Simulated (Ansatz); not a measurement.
# Si2H5NCl2O2: up Jacob's ladder to CCSD(T)

Aim: compute Si2H5NCl2O2 with functionals from several rungs and with coupled cluster. The yardstick is the atomisation energy at the CCSD(T) limit.

Computed with Ansatz 0.2.0, Gaussian basis. Level: functionals in def2-TZVPP, the program's frozen cores in correlated methods.

Levels to be run: PBE-D4, r2SCAN-D4, PBE0-D4, B3LYP-D4, ωB97X-V, ωB97M-V, B2PLYP; CCSD(T)/def2-TZVPP; MP2/def2-QZVPP; extrapolation to the limit.

### Step 1. The relaxed structure

All runs share one geometry, relaxed beforehand with PBE0-D4/def2-TZVP.

12 atoms, charge 0, spin multiplicity 1.

Atoms are counted from 1 here; the program's logs count them from 0.

Bond lengths: O1–Si2 1.630 Å, O1–H8 0.959 Å, Si2–O3 1.622 Å, Si2–Cl4 2.051 Å, Si2–N5 1.706 Å, O3–H9 0.959 Å, N5–Si6 1.715 Å, N5–H10 1.012 Å, Si6–Cl7 2.067 Å, Si6–H11 1.479 Å, Si6–H12 1.474 Å. Angles: Si2–O1–H8 117.6°, O1–Si2–O3 106.3°, O1–Si2–Cl4 108.3°, O1–Si2–N5 115.8°, O3–Si2–Cl4 113.1°, O3–Si2–N5 107.8°, Cl4–Si2–N5 105.8°, Si2–O3–H9 116.8°, Si2–N5–Si6 129.4°, Si2–N5–H10 114.1°, Si6–N5–H10 114.6°, N5–Si6–Cl7 111.3°, N5–Si6–H11 107.6°, N5–Si6–H12 112.1°, Cl7–Si6–H11 107.4°, Cl7–Si6–H12 105.9°, H11–Si6–H12 112.6°.

### Step 2. PBE-D4 (GGA)

Contents of in.yaml:

```yaml
crystal:
  periodic: [false, false, false]
  atoms:
    - {symbol: O, position_ang: [0.946753, -1.374751, -1.456547]}
    - {symbol: Si, position_ang: [0.341187, -1.067438, 0.025117]}
    - {symbol: O, position_ang: [1.256932, -1.901568, 1.072022]}
    - {symbol: Cl, position_ang: [-1.628388, -1.637448, 0.047555]}
    - {symbol: N, position_ang: [0.355603, 0.568241, 0.508801]}
    - {symbol: Si, position_ang: [-0.859627, 1.766243, 0.335313]}
    - {symbol: Cl, position_ang: [-1.332851, 2.070989, -1.653836]}
    - {symbol: H, position_ang: [0.467735, -1.029614, -2.212473]}
    - {symbol: H, position_ang: [1.605363, -2.741591, 0.767466]}
    - {symbol: H, position_ang: [1.278354, 0.931169, 0.711973]}
    - {symbol: H, position_ang: [-0.311879, 3.036857, 0.858393]}
    - {symbol: H, position_ang: [-2.119192, 1.378900, 0.996216]}
basis:
  gaussian: {orbitals: def2-TZVPP}
hamiltonian: {xc: pbe, dispersion: d4}
output: {forces: true, orbitals: {seedname: orbitals}}
```

The run is started by

```bash
> ansatz run in.yaml --threads 2 --pin off --events-out ev --progress --plain --max-ram 22528MiB --backend cuda --devices 0, --max-vram 18GiB
```

Further steps of the session: r2SCAN-D4 (meta-GGA); PBE0-D4 (hybrid); B3LYP-D4 (hybrid); ωB97X-V (range-separated); ωB97M-V (range-separated); B2PLYP (double hybrid); CCSD(T) in def2-TZVPP; MP2 in def2-QZVPP.

**Question.** What will the summary of the whole plan be? Wanted: atomisation energy, CCSD(T)/CBS; farthest; mean size of error, hybrid; mean size of error, range-separated; gap, smallest and largest; T1 diagnostic; triples share of the correlation energy.

The runs gave:

```
                               quantity                                 value
        atomisation energy, CCSD(T)/CBS                       1074.9 kcal/mol
functionals within 5.4 kcal/mol (0.5 %)   PBE-D4, r2SCAN-D4, ωB97X-V, ωB97M-V
                               farthest               B2PLYP (-22.9 kcal/mol)
             mean size of error, hybrid                         14.3 kcal/mol
    mean size of error, range-separated                          0.8 kcal/mol
              gap, smallest and largest  6.33 eV (PBE-D4), 13.03 eV (ωB97X-V)
                          T1 diagnostic                                0.0104
triples share of the correlation energy                                 3.8 %
```

**Reading.** PBE-D4 is off by +4.0 kcal/mol, about 0.4 kcal/mol a bond. Double hybrids carry the basis error of their MP2 part in triple zeta, and no dispersion term here, so their miss is partly the set-up's. The reference freezes the cores and leaves out relativity and excitations past (T), so misses under about 5.4 kcal/mol can't be ranked. Hartree-Fock recovers 71 % of the binding; the rest is correlation. Orbital gaps span 6.3 to 13.0 eV; exact exchange widens them.
